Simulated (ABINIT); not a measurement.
**Ta4NiO11 in ABINIT: the effect of starting spin order**

Crystal: Ta4NiO11.

```
Ta Ni O
1.0
     1.95495  -14.82973    0.00000
     1.95495   14.82973    0.00000
     0.00000    0.00000    3.88590
Ta Ni O
4 1 11
Direct
  0.20437 0.79563 0.00000
  0.92451 0.07549 0.00000
  0.07549 0.92451 0.00000
  0.79563 0.20437 0.00000
  0.50000 0.50000 0.00000
  0.13987 0.86013 0.00000
  0.72107 0.27893 0.00000
  0.43645 0.56355 0.00000
  0.56355 0.43645 0.00000
  0.00000 0.00000 0.00000
  0.86013 0.13987 0.00000
  0.27893 0.72107 0.00000
  0.92790 0.07210 0.50000
  0.07210 0.92790 0.50000
  0.79436 0.20564 0.50000
  0.20564 0.79436 0.50000
```

The cell was built by a generator and needn't be a form met in nature.

Alike in all runs:

| Quantity | Value |
| --- | --- |
| Program | ABINIT 10.8.3 (patched build) |
| Task | single point |
| Functional | PBE |
| Potentials or basis | Ansatz PAW PBE generated set soft_1, frozen core |
| Cutoff | 435 eV |
| k mesh | 4 × 4 × 4 |
| Occupations | fermi-dirac, width 0.05 eV |

```csv
starting spin order,energy over the lowest run (meV/atom),largest force (eV/Å),final net moment (μB),final largest site moment (μB)
non-magnetic,?,?,?,?
ferromagnetic start,0.0,0.09,0.50,0.43
"ferromagnetic start, larger moments",0.0,0.09,0.50,0.43
```

Q: What does the run with starting spin order non-magnetic give?

A: Energy over the lowest run 3.3 meV/atom; largest force 0.08 eV/Å; final net moment 0.00 μB; final largest site moment 0.00 μB.

Caveats: all runs use coarse meshes; the atomic spheres overlap; a cell with one magnetic atom can't hold antiferromagnetic order, which such compounds often take (some runs); small starting moments can end in a higher magnetic state in this program (some runs).
